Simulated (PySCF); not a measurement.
# HoSF: other functionals and bases at one geometry

The task here is to estimate one member of a computed series from the others.

Computed with PySCF 2.14.0. Level: several levels, as the steps say, no spin–orbit coupling.

1 further run of the same task is left out (for a known fault of the program).

**Starting geometry**

3 atoms, charge 0, spin multiplicity 1.

Bond lengths: Ho1–S2 2.319 Å, Ho1–F3 1.987 Å. Angles: S2–Ho1–F3 114.0°.

Geometry (Å):

```mol
FHoS
  3D, bonds by distance, orders not assigned

  3  2  0  0  0  0  0  0  0  0999 V2000
   -0.1776    0.0000   -0.3934 Ho  0  0
    1.7952    0.0000    0.8256 S   0  0
   -1.8192    0.0000    0.7265 F   0  0
  1  2  8  0
  1  3  8  0
M  END
```

Formal oxidation states: Ho +3. Each metal's 10 4f electrons lie in its core potential, so multiplicities, spins and levels count the valence alone. An earlier session relaxed this geometry at PBE0, Ho lcecp-1-SVP with ECP56, S def2-SVP, F def2-SVP (singlet, point group Cs).

At PBE0 on the finer grid: E = -535.356801 Eh, HOMO -5.94 eV, LUMO -2.81 eV, Mulliken charge on Ho1 +0.80 e, largest force component 0.004 eV/Å. 

Levels to run: BLYP; TPSSh; PBE0, TZVP. Hardware: 2 threads of Arm Neoverse V1, shared host.

The first run:

The input, run.py (the lines that set the calculation):

```python
mol = gto.M(atom='''
Ho    -0.17762     0.00000    -0.39338
S      1.79519     0.00000     0.82555
F     -1.81921     0.00000     0.72645''',
    basis={'Ho': 'lcecp-1-SVP', 'S': 'def2-SVP', 'F': 'def2-SVP'},
    ecp={'Ho': 'lcecp-1-SVP'},
    charge=0, spin=0)
mf = dft.RKS(mol, xc='BLYP')
mf.grids.atom_grid = (75, 302)  # f atoms: unpruned, at least (60, 302)
mf = mf.density_fit()  # fitting sets: Ho AutoAux, S def2-universal-JKFIT, F def2-universal-JKFIT
mf.conv_tol = 1e-08; mf.max_cycle = 55
mf.kernel(dm0)  # dm0: the density of the relaxed state
```

Run with:

```console
$ OMP_NUM_THREADS=2 python run.py
```

Steps of the session up to this table: BLYP; TPSSh; PBE0, TZVP.

One of the session's tables, all rows but one given; the rest of the session is left out.

```
              level  HOMO (eV)  gap (eV)  charge on Ho1 (e)  dipole (D)  largest force component (eV/Å)
PBE0 (relaxed here)      -5.94      3.13               0.80        8.07                            0.00
               BLYP      -4.74      1.30               0.61        6.98                            0.80
              TPSSh      -5.35      2.37               0.80        7.96                            0.30
         PBE0, TZVP          ?         ?                  ?           ?                               ?
```

**Question.** Estimate the row for PBE0, TZVP.

As computed: HOMO (eV): -5.98; gap (eV): 3.16; charge on Ho1 (e): 1.18; dipole (D): 8.33; largest force component (eV/Å): 0.05. In the column «HOMO (eV)» it is the lowest.

In one basis the HOMO–LUMO gap runs from 1.30 eV (BLYP) to 3.13 eV (PBE0). The largest leftover force, 0.80 eV/Å with BLYP, stands at a geometry relaxed at another level. With 4f in the core, its levels are missing from HOMO and gap, and its count is fixed, so no charge can pass from the ligands into it. Total energies of different levels can't be compared.
